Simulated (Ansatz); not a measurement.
# AlGaH (doublet): the correlation ladder at distance Al1–Ga2 = 7.322 Å, 6-31G

Aim: climb from Hartree-Fock through coupled cluster and multireference methods for AlGaH (doublet) at one geometry and basis, and see what each rung misses.

Method: 6-31G, core rule «outside noble gas», up to 19 orbitals frozen; program: Ansatz 0.2.0, Gaussian basis.

Plan: UHF; CCSD(T) on ROHF; CCSD(T) on UHF; BCCD(T) on ROHF; CISD; CCSDT(Q) on ROHF; CCSDT(Q) on UHF; CASSCF and MRCISD+Q, 3 electrons in 3 orbitals; CASSCF and NEVPT2, 3 electrons in 3 orbitals; CASSCF and MRCISD+Q, 7 electrons in 9 orbitals; CASSCF and NEVPT2, 7 electrons in 9 orbitals; Full CI; Full CI in the symmetry of the determinant.

15 further runs of the same task are left out: 14 that didn't finish, 1 set aside as unsound or not needed.

### Step 1. What is computed

The geometry derives from a PBE0/def2-TZVP stationary point (not a proven minimum). One bond is set to the value named and the two fragments are kept rigid. No spin-orbit coupling is included. The filled d shell of Ga may be among the frozen orbitals whatever the setting's name suggests; the logs give the count.

3 atoms, charge 0, spin multiplicity 2.

Atoms are counted from 1 here; the program's logs count them from 0.

Bond lengths: Al1–H3 1.622 Å.

### Step 2. UHF

in.yaml

```yaml
crystal:
  periodic: [false, false, false]
  atoms:
    - {symbol: Al, position_ang: [0.000000, 0.000000, -1.900067]}
    - {symbol: Ga, position_ang: [0.000000, 0.000000, 5.421933]}
    - {symbol: H, position_ang: [0.000000, 0.000000, -3.521867]}
basis:
  gaussian: {orbitals: 6-31G}
magnetization: {spin_polarized: true, initial_magnetization: 1}
hamiltonian: {xc: hf}
output: {orbitals: {seedname: orbitals}}
```

Command:

```console
> ansatz run in.yaml --threads 1 --pin off --events-out ev --progress --plain --max-ram 2393MiB
```

After this run come: CCSD(T) on ROHF; CCSD(T) on UHF; BCCD(T) on ROHF; CISD; CCSDT(Q) on ROHF; CCSDT(Q) on UHF; CASSCF and MRCISD+Q, 3 electrons in 3 orbitals; CASSCF and NEVPT2, 3 electrons in 3 orbitals; CASSCF and MRCISD+Q, 7 electrons in 9 orbitals; CASSCF and NEVPT2, 7 electrons in 9 orbitals; Full CI; Full CI in the symmetry of the determinant.

Before running them: what should the planned runs give, taken together? Wanted: FCI below the RHF energy; RMP2 from FCI; UMP2 from FCI; RCCSD from FCI; RCCSD(T) from FCI; UCCSD(T) from FCI; RCCSDT(Q) from FCI; UCCSDT(Q) from FCI; NEVPT2 pair from FCI.

**Answer**, as computed:

```
                         quantity                                                                                                              value
         FCI below the RHF energy                                                                                                         -2.0546 eV
                    RMP2 from FCI                                                                                                    +17.76 kcal/mol
                    UMP2 from FCI                                                                                                    +18.06 kcal/mol
                   RCCSD from FCI                                                                                                     +0.35 kcal/mol
                RCCSD(T) from FCI                                                                                                     +0.13 kcal/mol
                UCCSD(T) from FCI                                                                                                     +0.12 kcal/mol
               RCCSDT(Q) from FCI                                                                                                     +0.01 kcal/mol
               UCCSDT(Q) from FCI                                                                                                      0.00 kcal/mol
             NEVPT2 pair from FCI                                                                                                    +15.55 kcal/mol
           MRCISD+Q pair from FCI                                                                                                     -1.26 kcal/mol
          NEVPT2 valence from FCI                                                                                                     +3.64 kcal/mol
levels within 1 kcal/mol (43 meV)  RCCSD, UCCSD, RCCSD(T), UCCSD(T), BCCD(T), RCCSDT, UCCSDT, RCCSDT(Q), UCCSDT(Q), MRCISD valence, MRCISD+Q valence
                    T1 diagnostic                                                                                                              0.012
   effectively unpaired electrons                                                                                                               1.10
```

**Reading.** RCCSD(T) misses by +0.13 kcal/mol, 0.3 % of the correlation energy. MRCISD+Q pair falls below full CI: the +Q correction isn't variational, and the cores differ from full CI's. One determinant dominates. Of the multireference levels listed MRCISD+Q valence comes nearest in total energy (+0.17 kcal/mol), which doesn't show that its space is the better one. These misses are within one basis, not against nature; the frozen cores of restricted and unrestricted runs differ, which can shift their rows.
